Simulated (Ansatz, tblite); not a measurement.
# BCl2(CN) (CBCl2N): one state, many levels

How do method and basis change the picture of BCl2(CN) (CBCl2N) (singlet)?

The runs use Ansatz 0.2.0, Gaussian basis; as each input shows.

Plan: GFN1-xTB, GFN2-xTB, PBE-D4/def2-TZVP, r2SCAN-D4/def2-TZVP, HF/def2-TZVP, LDA/def2-TZVP, CAM-B3LYP-D4/def2-TZVP, PBE-QIDH/def2-TZVP, revPBE-D4/def2-TZVP, r2SCANh-D4/def2-TZVP, HSE06-D4/def2-TZVP, PBE-D4/def2-SVP, PBE0-D4/def2-SVP, HF/STO-3G, CCSD(T)/def2-TZVPP, MP2/def2-TZVP, RPA/def2-TZVP.

1 further run of the same task is left out (it didn't finish). Runs told in other sessions of the task aren't counted.

## (1) The structure

The geometry is that of the singlet, from an earlier relaxation (r2SCAN-D4/def2-SVP).

5 atoms, charge 0, spin multiplicity 1.

Bond lengths: B1–Cl2 1.739 Å, B1–Cl3 1.739 Å, B1–C4 1.537 Å, C4–N5 1.165 Å. Angles: Cl2–B1–Cl3 121.7°, Cl2–B1–C4 119.1°, Cl3–B1–C4 119.1°, B1–C4–N5 180.0°.

PBE0-D4/def2-TZVP was run before; its log isn't repeated, and its numbers join the tables.

## (2) GFN1-xTB

Tight binding, by tblite at 300 K electronic temperature and without a spin-polarisation term:

```python
tblite.interface.Calculator('GFN1-xTB', numbers, positions, charge=0, uhf=0).singlepoint()
```

Energy -414.9044 eV, HOMO -12.94 eV, LUMO -8.96 eV; 0.004 s.

## (3) GFN2-xTB

Tight binding, by tblite at 300 K electronic temperature and without a spin-polarisation term:

```python
tblite.interface.Calculator('GFN2-xTB', numbers, positions, charge=0, uhf=0).singlepoint()
```

Energy -419.1190 eV, HOMO -12.06 eV, LUMO -9.08 eV; 0.004 s.

## (4) PBE-D4/def2-TZVP

start.molden holds the orbitals of an earlier run on this state, given as this run's starting guess.

in.yaml reads:

```yaml
crystal:
  periodic: [false, false, false]
  atoms:
    - {symbol: B, position_ang: [0.254316, 0.440976, 0.006455]}
    - {symbol: Cl, position_ang: [1.992689, 0.415416, 0.055231]}
    - {symbol: Cl, position_ang: [-0.638262, 1.933521, -0.021315]}
    - {symbol: C, position_ang: [-0.513314, -0.890223, -0.013191]}
    - {symbol: N, position_ang: [-1.095429, -1.899679, -0.027180]}
basis:
  gaussian: {orbitals: def2-TZVP, initial_orbitals: start.molden}
hamiltonian: {xc: pbe, dispersion: d4}
scf: {omitted_lower_state_checks: [starts]}
output: {orbitals: {seedname: orbitals}}
```

Launch:

```console
> ansatz run in.yaml --threads 4 --pin off --events-out ev --progress --plain --max-ram 3916MiB
```

After this run come: r2SCAN-D4/def2-TZVP; HF/def2-TZVP; LDA/def2-TZVP; CAM-B3LYP-D4/def2-TZVP; PBE-QIDH/def2-TZVP; revPBE-D4/def2-TZVP; r2SCANh-D4/def2-TZVP; HSE06-D4/def2-TZVP; PBE-D4/def2-SVP; PBE0-D4/def2-SVP; HF/STO-3G; CCSD(T)/def2-TZVPP; MP2/def2-TZVP; RPA/def2-TZVP.

Q: Predict the results of all the runs planned. Wanted: gap in def2-TZVP, named functionals and Hartree-Fock, smallest and largest; correlation energy, CCSD(T)/def2-TZVPP; correlation energy, MP2/def2-TZVP; binding an atom, CCSD(T)/def2-TZVPP; PBE0 total energy, smallest basis above largest.

**Answer**, as computed:

```
                                                                  quantity                           value
gap in def2-TZVP, named functionals and Hartree-Fock, smallest and largest    4.24 eV (LDA), 13.66 eV (HF)
                                    correlation energy, CCSD(T)/def2-TZVPP                       -23.79 eV
                                         correlation energy, MP2/def2-TZVP                       -21.65 eV
                                       binding an atom, CCSD(T)/def2-TZVPP                        4.342 eV
                           PBE0 total energy, smallest basis above largest  12.06 eV (def2-SVP, def2-TZVP)
```

**Reading.** Over the named functionals and Hartree-Fock in def2-TZVP the gap runs from 4.24 eV (LDA) to 13.66 eV (HF); exact exchange widens it. A small miss in a minimal or small basis is a cancelling of errors, not accuracy. The functionals in def2-TZVP miss CCSD(T)/def2-TZVPP by +0.150 (r2SCANh-D4) to +0.980 eV (LDA) an atom. CCSD(T)/def2-TZVPP isn't at the basis-set limit; small misses against it rank nothing.
